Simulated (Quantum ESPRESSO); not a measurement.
Crystal: Si.

```
CELL_PARAMETERS angstrom
0.00000 2.72185 2.72185
2.72185 0.00000 2.72185
2.72185 2.72185 0.00000
ATOMIC_POSITIONS crystal
Si 0.50000 0.50000 0.50000
Si 0.75000 0.75000 0.75000
```

* Program: Quantum ESPRESSO 7.5
* Task: energy-loss spectrum
* Functional: PBEsol
* Potentials or basis: PseudoDojo 0.4 SR PBEsol stringent
* Cutoff: 490 eV
* Density cutoff: 1959 eV
* k mesh: 5 × 5 × 5, shifted
* Occupations: fermi-dirac, width 0.05 eV
* Spin: no spin polarisation
* Iterations: 400
* Mixing beta: 0.5
* Most SCF iterations: 120
* SCF threshold: 4e-10 Ry
* Mixing ndim: 12
* Startingwfc: random

The first run showed a gap, so the response started from a second, tighter run with fixed occupations.

Loss function by the Lanczos method: adiabatic TDDFT, q = (0.000, 0.000, 0.800) Å⁻¹, 400 iterations, broadening 0.27 eV, up to 40 eV.

Where does the loss function peak?

The main peak lies at 19.0 eV with height 2.84.

Energy-loss function at q = [0.0, 0.0, 0.8] (Å⁻¹, cartesian):
```csv
energy (eV),loss
0.0,0.000
1.8,0.005
3.4,0.023
5.2,0.074
7.0,0.195
8.6,0.197
10.4,0.344
12.2,0.586
13.8,1.032
15.6,1.231
17.4,2.400
19.0,2.845
20.8,1.683
22.4,0.758
24.2,0.300
26.0,0.159
27.6,0.095
29.4,0.074
31.2,0.059
32.8,0.048
34.6,0.038
36.4,0.032
38.0,0.032
39.8,0.026
```

Spectra converge slowly with the k mesh, and this one (5 × 5 × 5) leaves small humps uncertain. From two thirds of the Lanczos chain to all of it the curve moves by up to 8 % of its peak.
